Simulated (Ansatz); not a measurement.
# Ti2Te2Mo: the cost of one run

Method: DFT PBE, scalar-relativistic, plane waves, PAW, unless a step names another level, in Ansatz 0.2.0.

### Step 1. The structure to begin with

The structure is tetragonal, space group I4/mmm (No. 139). The conventional cell has a = 3.461 Å, b = 3.461 Å, c = 18.712 Å, α = 90.00°, β = 90.00°, γ = 90.00°. Ti (site symmetry 4mm) has 4 Mo at 2.84 Å and 4 Te at 2.84 Å and 1 Ti at 2.87 Å in its first shell of neighbours. Te (site symmetry 4mm) is surrounded by 4 Ti at 2.84 Å and 1 Mo at 2.88 Å. Mo (site symmetry 4/mmm) has 8 Ti at 2.84 Å and 2 Te at 2.88 Å in its first shell of neighbours.

As a file:

```
CELL_PARAMETERS angstrom
-1.73042 1.73042 9.35583
1.73042 -1.73042 9.35583
1.73042 1.73042 -9.35583
ATOMIC_POSITIONS crystal
Ti 0.42334 0.42334 0.00000
Ti 0.57666 0.57666 0.00000
Te 0.84614 0.84614 0.00000
Te 0.15386 0.15386 0.00000
Mo 0.00000 0.00000 0.00000
```

It came out lowest among 17 distinct ends of the trial cells. At a tolerance of 0.05 Å it has space group I4/mmm (No. 139).

### Step 2. Relaxing to 0.001 eV/Å, on the response runs' mesh and smearing

input.yaml reads:

```yaml
crystal:
  lattice:
    - [-1.7304156299, 1.7304156299, 9.3558348418]
    - [1.7304156299, -1.7304156299, 9.3558348418]
    - [1.7304156299, 1.7304156299, -9.3558348418]
  atoms:
    - { symbol: Ti, position: [0.4233440532, 0.4233440532, 0.0] }
    - { symbol: Ti, position: [0.5766559468, 0.5766559468, 0.0] }
    - { symbol: Te, position: [0.8461417929, 0.8461417929, 0.0] }
    - { symbol: Te, position: [0.1538582071, 0.1538582071, 0.0] }
    - { symbol: Mo, position: [0.0, 0.0, 0.0] }
basis:
  ecutwfc: 420
kpoints:
  mp_grid: { grid: [12, 12, 12] }
hamiltonian:
  xc: pbe
scf:
  occupations: { method: gaussian, width: 0.1 }
output:
  forces: true
  stress: true
  eigenvalues: true
relax:
  adjacent_minimum: "off"
  f_tol: 0.001
  max_steps: 60
  cell: { stress_tol: 0.01 }
```

Command:

```console
ansatz run input.yaml --threads 3 --pin off --max-ram 7680MiB --backend cpu --events-out ev --progress --plain --runs-dir out
```

What time and memory should one allow on 3 threads of Intel Xeon 6975P-C (Granite Rapids), shared host?

About 49 s, with a peak of 0.92 GiB.
